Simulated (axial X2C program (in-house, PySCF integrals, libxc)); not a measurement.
# Linear HHfH⁺ at several levels

An exercise on one series of results from a longer session: the logs are not shown, and one member is left open.

Computed with an in-house X2C program for linear molecules on PySCF integrals. Level: all-electron X2C, two-component (2c) or spin-free, H dyall-v3z, Hf dyall-v3z.

All values are calculated.

2 further runs of the same task are left out: 2 set aside as unsound or not needed.

Set-up of the first run:

The input, task.json:

```json
{"zs": [1, 72, 1], "q": 1, "bas": ["dyall-v3z", "dyall-v3z", "dyall-v3z"], "r0": [1.84, 1.84], "symm": 1, "scan": ["PBE0", "HF", "B3LYP"], "levels": ["PBE0", "HF", "B3LYP"], "nst": 2}
```

Keys: zs atomic numbers; q charge; bas basis sets; r0 starting distance in Å; symm equal bonds; scan levels of the two-bond scan (MP2 follows by itself at each HF point); levels methods; nst determinants followed.

Started as:

```
> python solin.py task.json out
```

Masses H 1.008, Hf 179.947, H 1.008 u.

Among the steps run: Scan at PBE0, 2c; Scan at HF, 2c; Scan at B3LYP, 2c.

One table of the session follows, with a row left open; its other results are not shown here.

| level | r(H–Hf) (Å) | r(Hf–H) (Å) | lower stretch (cm⁻¹) | upper stretch (cm⁻¹) |
| --- | --- | --- | --- | --- |
| PBE0, 2c | 1.880 | 1.880 | 1545.5 | 1790.3 |
| HF, 2c | 1.889 | 1.889 | 1666.5 | 1853.9 |
| B3LYP, 2c | 1.881 | 1.881 | 1460.8 | 1782.5 |
| MP2, 2c | 1.875 | 1.875 | 1658.4 | 1850.7 |
| PBE0, spin-free | 1.882 | 1.882 | 1542.5 | 1794.6 |
| HF, spin-free | 1.890 | 1.890 | 1667.0 | 1860.2 |
| B3LYP, spin-free | ? | ? | ? | ? |
| MP2, spin-free | 1.876 | 1.876 | 1659.8 | 1858.1 |

**Question.** Estimate the row for B3LYP, spin-free.

The run gave: r(H–Hf) (Å): 1.884; r(Hf–H) (Å): 1.884; lower stretch (cm⁻¹): 1450.9; upper stretch (cm⁻¹): 1787.1. In the column «r(H–Hf) (Å)» it lies between PBE0, spin-free (1.882) and HF, 2c (1.889).

Scans not shown above were run alike.

MP2 freezes inner shells (threshold -2 hartree). The molecule was held linear; bending was not examined, so a bent shape may lie lower.
